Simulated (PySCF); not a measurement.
# One shape, several levels: singlet [GaH2O2]−

Wanted: a comparison of 6 runs (B3LYP/6-31G*, B2PLYP/def2-SVPD, CAM-B3LYP/def2-SVPD, M06-2X/def2-SVPD, SVWN5/def2-SVPD, TPSS/def2-SVPD) of singlet [GaH2O2]−. 

The results are computed with PySCF 2.14.0.

6 further runs of the same task are left out: 6 set aside as unsound or not needed.

## Step 1: The molecule

[GaH2O2]−: 5 atoms, total charge -1, spin state singlet. SMILES of the parent species: `[OH][Ga][OH]`. The shape is that of a PBE0-D4/def2-TZVP optimisation. This is one conformer, not always the lowest. That shape belongs to the parent species and isn't relaxed for this state.

Bond lengths: O1–Ga2 1.804 Å, Ga2–O3 1.795 Å, O1–H4 0.960 Å, O3–H5 0.963 Å. Angles: O1–Ga2–O3 114.9°, Ga2–O1–H4 114.9°, Ga2–O3–H5 111.1°.

## Step 2: A single-point energy at B3LYP/6-31G(d) (spherical functions) (run 1)

File job.py:

```python
from pyscf import gto, dft

system = gto.M(
    atom='''
O     -0.700333     0.040818    -2.408267
Ga    -0.589028    -1.424476     0.668207
O      1.168229     0.292719     3.006743
H     -1.639148    -0.877967    -3.659455
H      1.854766     1.829633     2.314348
''',
    spin=0,
    verbose=4,
    unit='bohr',
    basis='6-31g*',
    max_memory=1860,
    charge=-1,
)

mf = dft.RKS(system)
mf.xc = 'b3lyp'
mf.grids.level = 5
mf.conv_tol = 1e-10
mf.kernel()
if not mf.converged:
    mf = mf.newton().run(mf.mo_coeff, mf.mo_occ)

etot = mf.e_tot
print('E = %.10f Eh' % etot)
```

On the command line:

```bash
$ OMP_NUM_THREADS=1 python job.py
```

Log:

```text
PySCF version 2.14.0

[... 75 lines left out ...]
converged SCF energy = -2076.32447859172
E = -2076.3244785917 Eh
```

It took 11 s on 1 thread of Intel Xeon at 2.70GHz, shared host; peak memory 0.34 GiB.

## Step 3: A single-point energy at B2PLYP/def2-SVPD (run 2)

File start.xyz:

```xyz
5
GaH2O2
O     -0.370600     0.021600    -1.274400
Ga    -0.311700    -0.753800     0.353600
O      0.618200     0.154900     1.591100
H     -0.867400    -0.464600    -1.936500
H      0.981500     0.968200     1.224700
```

File calc.py:

```python
from pyscf import gto, dft, mp

mol = gto.M(
    atom='start.xyz',
    verbose=4,
    charge=-1,
    basis='def2-svpd',
    max_memory=1860,
)

myscf = dft.RKS(mol)
myscf.xc = '0.53*HF + 0.47*B88, 0.73*LYP'
myscf.conv_tol = 1e-10
myscf.grids.level = 5
myscf.kernel()
if not myscf.converged:
    myscf = myscf.newton().run(myscf.mo_coeff, myscf.mo_occ)

pt = mp.MP2(myscf, frozen=11).run()
energy = myscf.e_tot + 0.27 * pt.e_corr
print('PT2 part  %.8f' % (0.27 * pt.e_corr))
print('E(%s) = %.9f' % ('B2PLYP', energy))
```

On the command line:

```bash
$ OMP_NUM_THREADS=1 python calc.py
```

Log:

```text
PySCF version 2.14.0

[... 77 lines left out ...]
converged SCF energy = -2075.54034937412
[... 1 line left out ...]
******** <class 'pyscf.mp.mp2.RMP2'> ********
nocc = 14, nmo = 89
frozen orbitals 11
E(RMP2) = -2076.32311257472  E_corr = -0.782763200606236
E(SCS-RMP2) = -2076.28118247019  E_corr = -0.74083309607768
E_corr(same-spin) = -0.229018551519003
E_corr(oppo-spin) = -0.553744649087233
PT2 part  -0.21134606
E(B2PLYP) = -2075.751695438
```

It took 17 s on 1 thread of Intel Xeon at 2.70GHz, shared host; peak memory 0.51 GiB.

Runs 3 to 5 aren't shown in full; the table further down has their settings and results.

## Step 4: A single-point energy at TPSS/def2-SVPD (run 6)

File input.py:

```python
from pyscf import gto, dft

mol = gto.Mole()
mol.atom = [
    ('O', (-0.370600, 0.021600, -1.274400)),
    ('Ga', (-0.311700, -0.753800, 0.353600)),
    ('O', (0.618200, 0.154900, 1.591100)),
    ('H', (-0.867400, -0.464600, -1.936500)),
    ('H', (0.981500, 0.968200, 1.224700)),
]
mol.basis = 'def2-svpd'
mol.max_memory = 1860
mol.charge = -1
mol.verbose = 3
mol.spin = 0
mol.build()

mf = dft.RKS(mol, xc='tpss')
mf.grids.level = 5
mf.conv_tol = 1e-10
mf.kernel()
if not mf.converged:
    mf = mf.newton().run(mf.mo_coeff, mf.mo_occ)

energy = mf.e_tot
print('Final energy', energy)
```

On the command line:

```bash
$ OMP_NUM_THREADS=1 python input.py
```

Log:

```text
converged SCF energy = -2076.24499784423
Final energy -2076.2449978442346
```

It took 33 s on 1 thread of Intel Xeon at 2.70GHz, shared host; peak memory 0.53 GiB.

## Step 5: Overview of the runs

```csv
run,level,frozen core orbitals,energy (Eh),HOMO energy (eV),LUMO energy (eV),HOMO–LUMO gap (eV),wall time
1,B3LYP/6-31G* (spherical functions),–,-2076.324479,1.00,4.95,3.94,11 s
2,B2PLYP/def2-SVPD,11,-2075.751695,-0.42,4.94,5.36,17 s
3,CAM-B3LYP/def2-SVPD,–,-2076.314848,-0.92,4.94,5.86,31 s
4,M06-2X/def2-SVPD,–,-2076.173398,-0.48,4.89,5.37,31 s
5,SVWN5/def2-SVPD,–,-2072.158664,0.81,3.67,2.87,9.9 s
6,TPSS/def2-SVPD,–,-2076.244998,0.99,3.95,2.96,33 s
```

## Step 6: Outcome

| quantity | value |
| --- | --- |
| run 6: total energy | -2076.24500 Eh |
| run 6: HOMO energy | 0.99 eV |
| run 6: LUMO energy | 3.95 eV |
| run 6: HOMO–LUMO gap (to an unbound level, set by the basis) | 2.96 eV |

**Reading.** The HOMO–LUMO gap runs from 2.87 eV (SVWN5/def2-SVPD) to 5.86 eV (CAM-B3LYP/def2-SVPD). The empty levels of an anion lie above zero and hang on the basis. Totals of different functionals can't be ranked against each other. In runs 1, 5, 6 the HOMO lies above zero, so the outermost electron may be held by the basis alone. All runs together took 2.2 min, the longest 33 s.
